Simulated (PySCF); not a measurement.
# C3H8AsB: the cost of one run

Computed with PySCF 2.14.0, with density-fitted response routines of our own, on a single molecule in the gas phase. Atoms count from 0, in the outputs and in this text.

## 1. The starting structure

13 atoms, charge 0, multiplicity 1; geometry from: PBE0-D3(BJ)/def2-SVP.

Bonds of the start (Å): B0–As1 1.97, As1–C2 1.99, C2–C3 1.49, C3–C4 1.33, B0–H5 1.21, B0–H6 1.21, As1–H7 1.52, C2–H8 1.10, C2–H9 1.10, C3–H10 1.10, C4–H11 1.10, C4–H12 1.09.

## 2. Shielding tensors: PBE0/6-31G*

The job: settings as JSON, then the geometry in Å.

```
{"job": {"kind": "nmr", "xc": "PBE0", "basis": "6-31G*", "pop": true}, "charge": 0, "multiplicity": 1}
B      2.584214    -0.162401     0.170446
As     0.936564     0.203461    -0.844559
C     -0.494391    -0.778951     0.123323
C     -1.824960    -0.528367    -0.493622
C     -2.822566     0.137015     0.093037
H      3.455035     0.672463     0.209174
H      2.787100    -1.273591     0.597469
H      0.618801     1.624058    -0.424241
H     -0.205246    -1.839024     0.038912
H     -0.484217    -0.503532     1.186849
H     -1.963919    -0.907052    -1.514493
H     -2.722460     0.540016     1.106371
H     -3.774997     0.301516    -0.416780
```

With the program's defaults for keys left out, this is: GIAO PBE0/6-31G* NMR shielding, non-relativistic, gas phase.

The run is started by

```console
OMP_NUM_THREADS=1 python probes_run.py task.json out
```

The driver reads the jobs from task.json and runs them one after another.

**Question.** How long does this first job take on 1 thread of Arm Neoverse V2, shared host, and how much memory does it need?

About 11 s, with a peak of 0.55 GiB.
